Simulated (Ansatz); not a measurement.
**C2H5AlBN (SMILES B[C]1=C[NH][AlH]1): B3LYP/6-31G(d) (Cartesian functions)**

Aim: the energy change on altering one bond length of C2H5AlBN at B3LYP/6-31G* (Cartesian functions), from 2 runs. 

Program for the calculation: Ansatz 0.2.0.

127 further runs of the same task are left out: 127 set aside as unsound or not needed.

**1. Starting point**

C2H5AlBN: 10 atoms, total charge 0, spin state singlet. As SMILES, `B[C]1=C[NH][AlH]1`. Geometry: relaxed at PBE0-D4/def2-TZVP.

Bond lengths: B1–C2 1.492 Å, C2–C3 1.391 Å, C3–N4 1.360 Å, C2–Al5 1.916 Å, N4–Al5 1.853 Å, B1–H6 1.207 Å, B1–H7 1.201 Å, C3–H8 1.094 Å, N4–H9 1.004 Å, Al5–H10 1.581 Å. Some angles: B1–C2–C3 124.0°, B1–C2–Al5 153.2°, C3–C2–Al5 82.9°, C2–C3–N4 115.0°, C3–N4–Al5 86.1°, C2–Al5–N4 76.0°, C2–B1–H6 119.4°, C2–B1–H7 122.5°, C2–C3–H8 124.7°, N4–C3–H8 120.3°.

**2. A single-point energy at B3LYP/6-31G(d) (Cartesian functions)**

job.yaml reads:

```yaml
basis:
  gaussian: {orbitals: "6-31G*"}
crystal:
  periodic: [false, false, false]
  atoms:
    - {symbol: B, position_ang: [-1.253000, 0.576700, -1.418700]}
    - {symbol: C, position_ang: [-0.143800, 0.242800, -0.478800]}
    - {symbol: C, position_ang: [-0.315000, -0.471300, 0.702300]}
    - {symbol: "N", position_ang: [0.820900, -0.673500, 1.422800]}
    - {symbol: Al, position_ang: [1.688500, 0.264900, 0.080500]}
    - {symbol: H, position_ang: [-2.375700, 0.217000, -1.161700]}
    - {symbol: H, position_ang: [-1.076200, 1.195400, -2.432600]}
    - {symbol: H, position_ang: [-1.273000, -0.859200, 1.061700]}
    - {symbol: H, position_ang: [0.792000, -1.179400, 2.289700]}
    - {symbol: H, position_ang: [3.218400, 0.635500, -0.062200]}
hamiltonian: {xc: {name: B3LYP}}
accuracy: high
output: {orbitals: {seedname: orbitals}}
```

Command:

```bash
$ ansatz run job.yaml --threads 1 --pin off --max-ram 3480MiB --events-out events.jsonl --progress --plain --runs-dir runs
```

Log:

```text
Warning: RAYON_NUM_THREADS=1 ignored (pool sized by the plan → 1); use --threads N
Functional definition: B3LYP
  name "B3LYP"
  parameter a0 = 0.2
  parameter ax = 0.72
  parameter ac = 0.81
  exchange = (1 - a0 - ax)*slater_x + ax*b88_x + a0*exact_x
  correlation = (1 - ac)*vwn_rpa_c + ac*lyp_c
2061 factors; integrals over basis functions are off by at most 3.5e-9 eV
mean field evaluation 1: about -10908.5786 eV, gradient 6.2e1 eV
mean field evaluation 2: about -10878.1418 eV, gradient 1.1e2 eV
mean field evaluation 4: about -10917.6090 eV, gradient 8.0e0 eV
mean field evaluation 8: about -10917.8854 eV, gradient 6.7e-1 eV
mean field evaluation 16: about -10917.8869 eV, gradient 1.7e-4 eV
mean field -10917.88690185 eV, -401.2249432333 hartree, gradient 5.0e-8 eV, S^2 0.000000; 0 other end points of the search recorded, 0 dependent functions left out
reference -10917.88694512 eV, -401.2249448238 hartree; 21, 21 occupied and 68, 68 virtual orbitals, 2061 factors
Total energy: -10917.88694512 eV, -401.2249448238 hartree
```

Run time: 9.6 s. Hardware: 1 thread of Arm Neoverse V1, shared host; peak memory 0.31 GiB.

**3. The distorted shape, same level**

input.yaml reads:

```yaml
crystal:
  periodic: [false, false, false]
  atoms:
    - {symbol: B, position_ang: [-1.394436, 0.081756, -0.607606]}
    - {symbol: C, position_ang: [-0.285236, -0.252144, 0.332294]}
    - {symbol: C, position_ang: [-0.456436, -0.966244, 1.513394]}
    - {symbol: N, position_ang: [0.679464, -1.168444, 2.233894]}
    - {symbol: Al, position_ang: [1.547064, -0.230044, 0.891594]}
    - {symbol: H, position_ang: [-2.517136, -0.277944, -0.350606]}
    - {symbol: H, position_ang: [-1.076200, 1.195400, -2.432600]}
    - {symbol: H, position_ang: [-1.414436, -1.354144, 1.872794]}
    - {symbol: H, position_ang: [0.650564, -1.674344, 3.100794]}
    - {symbol: H, position_ang: [3.076964, 0.140556, 0.748894]}
basis:
  gaussian: {orbitals: "6-31G*"}
hamiltonian: {xc: {name: B3LYP}}
accuracy: high
output: {orbitals: {seedname: orbitals}}
```

Command:

```bash
$ ansatz run input.yaml --threads 1 --pin off --max-ram 3480MiB --events-out events.jsonl --progress --plain --runs-dir runs
```

Log, cut to the lines that bear on the results:

```text
Warning: RAYON_NUM_THREADS=1 ignored (pool sized by the plan → 1); use --threads N
[... 7 set-up lines as earlier in the session ...]
2063 factors; integrals over basis functions are off by at most 3.3e-9 eV
mean field evaluation 1: about -10905.9701 eV, gradient 6.2e1 eV
mean field evaluation 2: about -10889.2661 eV, gradient 9.7e1 eV
mean field evaluation 4: about -10914.3347 eV, gradient 1.3e1 eV
mean field evaluation 8: about -10914.8905 eV, gradient 1.2e0 eV
mean field evaluation 16: about -10914.8943 eV, gradient 2.5e-4 eV
mean field -10914.89430983 eV, -401.1149675052 hartree, gradient 5.5e-8 eV, S^2 0.000000; 0 other end points of the search recorded, 0 dependent functions left out
reference -10914.89435432 eV, -401.1149691402 hartree; 21, 21 occupied and 68, 68 virtual orbitals, 2063 factors
Total energy: -10914.89435432 eV, -401.1149691402 hartree
```

It took 11 s on 1 thread of Arm Neoverse V1, shared host; peak memory 0.31 GiB.

**4. Summary of results**

Level: B3LYP/6-31G* (Cartesian functions).

```
                                                         quantity          value
                                        first shape: total energy  -401.22494 Eh
                                         first shape: HOMO energy       -5.81 eV
                                         first shape: LUMO energy       -1.61 eV
                                       first shape: HOMO–LUMO gap        4.19 eV
                                    distorted shape: total energy  -401.11497 Eh
                                     distorted shape: HOMO energy       -5.61 eV
                                     distorted shape: LUMO energy       -1.93 eV
                                   distorted shape: HOMO–LUMO gap        3.68 eV
energy change with the B1–H7 bond stretched from 1.201 to 2.161 Å       2.993 eV
```

What this shows: With the B1–H7 bond stretched from 1.201 to 2.161 Å the energy rises by 2.99 eV (69 kcal/mol). The first shape isn't relaxed at this level, so the change isn't measured from a minimum.
